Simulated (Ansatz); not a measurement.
**C₂H₆BFOSi: an energy map over bond length C2–Si3 and dihedral C6–C2–Si3–F4**

How does the energy of C2H6BFOSi, SMILES OC1([SiH2]F)BC1 change over two coordinates at once? A grid of runs gives the map.

Program: Ansatz 0.2.0. Level of theory: RKS PBE0-D4/def2-SVP. These are calculated values, not measurements.

## 1. Where the work starts

SMILES `OC1([SiH2]F)BC1`, 12 atoms, charge 0, spin multiplicity 1.

Atoms are counted from 1 here; the program's logs count them from 0.

Bond lengths: O1–C2 1.435 Å, O1–H7 0.977 Å, C2–Si3 1.867 Å, C2–B5 1.550 Å, C2–C6 1.559 Å, Si3–F4 1.647 Å, Si3–H8 1.502 Å, Si3–H9 1.504 Å, B5–C6 1.525 Å, B5–H10 1.205 Å, C6–H11 1.104 Å, C6–H12 1.108 Å. Angles: C2–O1–H7 106.5°, O1–C2–Si3 114.5°, O1–C2–B5 114.5°, O1–C2–C6 114.6°, Si3–C2–B5 126.0°, Si3–C2–C6 116.3°, B5–C2–C6 58.8°, C2–Si3–F4 107.8°, C2–Si3–H8 111.3°, C2–Si3–H9 110.8°, F4–Si3–H8 106.6°, F4–Si3–H9 108.7°, H8–Si3–H9 111.4°, C2–B5–C6 60.9°, C2–B5–H10 146.4°, C6–B5–H10 149.8°, C2–C6–B5 60.3°, C2–C6–H11 116.3° and more.

As a file:

```xyz
12
charge 0, multiplicity 1
O    -0.8682   -0.3711   -1.4973
C    -0.1254    0.0350   -0.3384
Si   -0.7220   -0.7126    1.2655
F    -2.2720   -0.2117    1.5087
B     0.6181    1.3862   -0.4928
C     1.4188    0.0893   -0.5425
H    -1.7024    0.1378   -1.4842
H    -0.7620   -2.2125    1.1873
H     0.1224   -0.2449    2.4194
H     0.5220    2.5610   -0.7411
H     2.0363   -0.3041    0.2844
H     1.8114   -0.2076   -1.5350
```

This geometry comes from a loose relaxation at PBE in a small basis, which is not shown.

## 3. The grid

The axes are (1) bond length C2–Si3: 13 values from 1.603 to 2.609 Å; (2) dihedral C6–C2–Si3–F4: 12 values from −180 to 150 °, periodic.

Nothing else is relaxed (all other coordinates rigid). Energies count from the relaxed molecule at the same level. Points are written as (first, second).

(The set-up runs are not shown.)

## 4. Grid point (1.854 Å, 150°)

Input file input.yaml:

```yaml
crystal:
  periodic: [false, false, false]
  atoms:
    - { symbol: O, position_ang: [-0.888289, -0.468234, -1.477822] }
    - { symbol: C, position_ang: [-0.140025, 0.012165, -0.379762] }
    - { symbol: Si, position_ang: [-0.710752, -0.674382, 1.24512] }
    - { symbol: F, position_ang: [-2.143688, 0.007972, 1.619875] }
    - { symbol: B, position_ang: [0.592831, 1.364883, -0.44533] }
    - { symbol: C, position_ang: [1.394326, 0.074759, -0.530804] }
    - { symbol: H, position_ang: [-1.650959, 0.111594, -1.58594] }
    - { symbol: H, position_ang: [-0.941279, -2.142383, 1.146166] }
    - { symbol: H, position_ang: [0.257439, -0.351623, 2.333816] }
    - { symbol: H, position_ang: [0.527189, 2.547793, -0.610503] }
    - { symbol: H, position_ang: [2.019619, -0.381523, 0.244959] }
    - { symbol: H, position_ang: [1.784766, -0.112975, -1.543252] }
basis:
  gaussian: { orbitals: def2-SVP }
hamiltonian:
  xc: pbe0
  dispersion: d4
output:
  forces: true
```

Command:

```bash
$ ansatz run input.yaml --threads 1 --pin off --max-ram 2560MiB --backend cpu --events-out ev --progress --plain --runs-dir out
```

The session goes on with these runs: the other points that were computed.

Before running it: what results should come out? Wanted: lowest point; highest computed point; largest force on an atom.

**Answer**, as computed:

| quantity | value |
| --- | --- |
| lowest point | (1.854 Å, 150°), 0.7 kJ/mol |
| highest computed point | (2.609 Å, −120°), 189 kJ/mol above the lowest |
| largest force on an atom (eV/Å) | 0.2 at (1.854 Å, 150°) to 9.5 at (1.603 Å, −120°); 0.2 at the lowest point |
| time for the whole task | 18 min on 1 thread, shared host |

The lowest computed point is at (1.854 Å, 150°), 0.7 kJ/mol from the relaxed molecule at the same level; the map holds 2 wells of about this depth. The grid is coarse, so the lowest point of the scanned range may lie between grid points; coordinates that were held can hide deeper minima. A higher local minimum lies near (1.854 Å, −60°) (3.1 kJ/mol above the lowest at that grid point). The highest computed point, (2.609 Å, −120°), lies 189 kJ/mol above the lowest. On the interpolated surface the easiest way out of the lowest well to the well at (1.854 Å, 60°) passes a barrier of about 8.1 kJ/mol. Round the minimum the two coordinates are nearly uncoupled. Between some neighbouring points the energy changes steeply, from close contacts of the rigid frames or a change of state; the map doesn't tell which.
